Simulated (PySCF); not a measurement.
# C6H10NOSi: the cost of one run

Programs: PySCF 2.14.0, with density-fitted response routines of our own. Each step states its level of theory. These are calculated values for one molecule, in the gas phase or a continuum, unless marked as measured. Atoms are numbered from 0 throughout.

## 1. The molecule as given

19 atoms, charge 1, multiplicity 1; geometry from: GFN2-xTB. The atoms were then displaced at random by about 0.01 Å, so the start is not that level's minimum.

Bonds of the start (Å): N0–C1 1.47, C1–C2 1.38, C2–C3 1.43, C3–C4 1.38, C4–O5 1.32, O5–Si6 1.68, C4–C7 1.40, C7–C8 1.39, C8–C1 1.40, N0–H9 1.02, N0–H10 1.06, N0–H11 1.02, C2–H12 1.07, C3–H13 1.04, Si6–H14 1.43, Si6–H15 1.45, Si6–H16 1.45, C7–H17 1.08, C8–H18 1.07.

## 2. Optimising the geometry at PBE0-D3(BJ)/def2-SVP

The job: settings as JSON, then the geometry in Å.

```
{"job": {"xc": "PBE0", "basis": "def2-SVP", "d3": "d3bj", "grid": 1, "shake": 0.01, "kind": "geom"}, "charge": 1, "multiplicity": 1}
N     -3.147410    -0.543010    -0.481490
C     -1.743390    -0.170500    -0.285040
C     -0.782090    -1.123110    -0.528470
C      0.598520    -0.797220    -0.327240
C      0.928540     0.472420     0.103260
O      2.177260     0.842030     0.315660
Si     3.673480     0.100830     0.182470
C     -0.061050     1.432010     0.341110
C     -1.404690     1.112640     0.168100
H     -3.298280    -1.010570    -1.371120
H     -3.742900     0.338640    -0.478250
H     -3.499100    -1.131850     0.275440
H     -1.057980    -2.100590    -0.866110
H      1.317820    -1.528520    -0.500720
H      4.477010     1.210800     0.602990
H      3.828360    -0.305780    -1.200040
H      3.673780    -1.049440     1.065910
H      0.198870     2.416410     0.686750
H     -2.167460     1.841870     0.332710
```

Command:

```bash
> OMP_NUM_THREADS=1 python probes_run.py task.json out
```

This one command runs all jobs of the session in turn.

**Question.** How long does this first job take on 1 thread of Arm Neoverse V2, shared host, and how much memory does it need?

About 1.9 min, with a peak of 0.8 GiB.
